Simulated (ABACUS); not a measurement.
Something may be wrong with this ABACUS 3.10.1 calculation of Ba2Tl5V3O12.

File INPUT:

```
INPUT_PARAMETERS
suffix              Ba2Tl5V3O12
calculation         scf
basis_type          lcao
pseudo_dir          ./
orbital_dir         ./
symmetry            1
dft_functional      pbe
ecutwfc             100
pseudo_rcut         7
nspin               2
nbands              121
ks_solver           genelpa
smearing_method     fd
smearing_sigma      0.00367493
scf_thr             1e-07
scf_nmax            60
mixing_type         broyden
mixing_beta         0.4
cal_force           1
cal_stress          1
out_mul             1
```

The input STRU:

```
ATOMIC_SPECIES
Ba 137.3270 Ba.upf
V 50.9415 V.upf
Tl 204.3800 Tl.upf
O 15.9990 O.upf

NUMERICAL_ORBITAL
Ba_confined-atom_9au_3s2p2d.orb
V_confined-atom_7au_3s2p2d1f.orb
Tl_confined-atom_8au_2s2p2d.orb
O_confined-atom_6au_2s2p1d.orb

LATTICE_CONSTANT
1.8897261246

LATTICE_VECTORS
4.2369800000 2.4462200000 6.1284000000
-4.2369800000 2.4462200000 6.1284000000
0.0000000000 -4.8924400000 6.1284000000

ATOMIC_POSITIONS
Direct

Ba
0.0
2
0.5000000000 0.5000000000 0.5000000000 1 1 1 mag 0
0.0000000000 0.0000000000 0.0000000000 1 1 1 mag 0

V
0.0
3
0.5000000000 0.5000000000 0.0000000000 1 1 1 mag 2
0.0000000000 0.5000000000 0.5000000000 1 1 1 mag 2
0.5000000000 0.0000000000 0.5000000000 1 1 1 mag 2

Tl
0.0
5
0.0000000000 0.0000000000 0.5000000000 1 1 1 mag 0
0.5000000000 0.0000000000 0.0000000000 1 1 1 mag 0
0.0000000000 0.5000000000 0.0000000000 1 1 1 mag 0
0.7404500000 0.7404500000 0.7404500000 1 1 1 mag 0
0.2595500000 0.2595500000 0.2595500000 1 1 1 mag 0

O
0.0
12
0.7165200000 0.0808900000 0.4124200000 1 1 1 mag 0
0.4124200000 0.7165200000 0.0808900000 1 1 1 mag 0
0.0808900000 0.4124200000 0.7165200000 1 1 1 mag 0
0.5875700000 0.9191100000 0.2834800000 1 1 1 mag 0
0.9191100000 0.2834800000 0.5875700000 1 1 1 mag 0
0.2834800000 0.5875700000 0.9191100000 1 1 1 mag 0
0.2834800000 0.9191100000 0.5875700000 1 1 1 mag 0
0.5875700000 0.2834800000 0.9191100000 1 1 1 mag 0
0.9191100000 0.5875700000 0.2834800000 1 1 1 mag 0
0.4124200000 0.0808900000 0.7165200000 1 1 1 mag 0
0.0808900000 0.7165200000 0.4124200000 1 1 1 mag 0
0.7165200000 0.4124200000 0.0808900000 1 1 1 mag 0
```

Contents of KPT:

```
K_POINTS
0
Gamma
1 1 1 0 0 0
```

Potentials or basis: PseudoDojo NC FR 0.4 PBE standard, DZP LCAO (the cutoffs set its grid).

Run with:

```sh
$ OMP_NUM_THREADS=8 abacus > log
```

running log:

```text
ABACUS v3.10.1

               Atomic-orbital Based Ab-initio Computation at UStc

 ------------------------------------------------------------------------------------

 READING GENERAL INFORMATION
                           global_out_dir = OUT.Ba2Tl5V3O12/
                           global_in_card = INPUT
                               pseudo_dir = ./
                              orbital_dir = ./
                                    DSIZE = 1
                                    GSIZE = 1

 READING UNITCELL INFORMATION
                                    ntype = 4
                  lattice constant (Bohr) = 1.88973
              lattice constant (Angstrom) = 1

 READING ATOM TYPE 1
[... 297 lines left out ...]
                         PeriodicBoundary = 1
                        Radius(unit:lat0) = 12.3
                                   glayer = [ 3, 3, 3 ]
                             glayer_minus = [ 2, 2, 2 ]

Find the coordinate range of the input atom(unit:lat0).
                                  min_tau = [ -19.6, -22, -36.8 ]
                                  max_tau = [ 19.6, 22, 50.4 ]
                                BoxNumber = [ 5, 5, 5 ]

 SETUP EXTENDED REAL SPACE GRID FOR GRID INTEGRATION
                          real space grid = [ 96, 96, 96 ]
                 big cell numbers in grid = [ 24, 24, 24 ]
             meshcell numbers in big cell = [ 4, 4, 4 ]
                        extended fft grid = [ 17, 17, 17 ]
                dimension of extened grid = [ 59, 59, 59 ]
                            UnitCellTotal = 27
              Atom number in sub-FFT-grid = 22
    Local orbitals number in sub-FFT-grid = 362
                                ParaV.nnr = 922206

                                 init_chg = atomic

 LCAO ALGORITHM --------------- ION=   1  ELEC=   1--------------------------------
          total magnetism (Bohr mag/cell) = 0.0027642
       absolute magnetism (Bohr mag/cell) = 1.73193
                        nelec for spin up = 98.0014
                      nelec for spin down = 97.9986
[... 256 lines left out ...]
 Density error is 3.56460102782e-05
----------------------------------------------------------
     Energy           Rydberg                 eV
----------------------------------------------------------
 E_KohnSham     -1558.5276445826     -21204.8564568420
 E_Harris       -1558.5279577325     -21204.8607174652
 E_Fermi        0.5983077793         8.1403949557
----------------------------------------------------------
```

On the terminal:

```text
ABACUS v3.10.1

[... 52 lines left out ...]
 GE17    -6.33e-01   1.05e+00  -2.12048565e+04  -5.51439172e-06   7.1927e-05   8.50
 GE18    -6.34e-01   1.05e+00  -2.12048565e+04  -3.31761135e-06   3.5646e-05   8.07
```

Problem. What happened, and what is wrong with the input?

Solution. The run was cut off at its time limit. The input holds a flaw that was put in on purpose: one k point (KPT = 1 × 1 × 1).
